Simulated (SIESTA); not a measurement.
# BiTe in SIESTA: the effect of functional

The system is BiTe.

```xyz
2
Lattice="0.0000 3.2350 3.2350 3.2350 0.0000 3.2350 3.2350 3.2350 0.0000" Properties=species:S:1:pos:R:3 pbc="T T T"
Bi    0.0000    0.0000    0.0000
Te    3.2350    3.2350    3.2350
```

Alike in all runs:

- Program: SIESTA 5.4.2
- Task: single point
- Basis: DZP (energy shift 0.003 Ry; two zetas on semicore shells)
- Grid cutoff: 500 Ry
- Energy shift: 0.003 Ry
- k mesh: 7 × 7 × 7
- Occupations: fermi-dirac, width 0.05 eV
- Spin: no spin polarisation

**Question.** One run gave: pressure 1.6 GPa. Which functional did it use?
A. LDA
B. PBEsol
C. revPBE
D. PW91
E. WC

**Answer.** D.

| functional | potentials or basis | pressure (GPa) |
| --- | --- | --- |
| LDA | PseudoDojo 0.4 standard (LDA files) | -1.9 |
| PBEsol | PseudoDojo 0.4 standard (PBEsol files) | -0.8 |
| AM05 | PseudoDojo 0.4 standard (PBEsol files) | -0.5 |
| WC | PseudoDojo 0.4 standard (PBEsol files) | -0.7 |
| PW91 | PseudoDojo 0.4 standard (PBE files) | 1.6 |
| revPBE | PseudoDojo 0.4 standard (PBE files) | 2.6 |
| RPBE | PseudoDojo 0.4 standard (PBE files) | 2.9 |
| BLYP | PseudoDojo 0.4 standard (PBE files) | 5.2 |

Caveats: the basis of atomic orbitals isn't converged, which shifts pressures, moduli and gaps; the potentials were made for another functional, which shifts forces and pressure (some runs).

Runs at the PBE level aren't shown here.
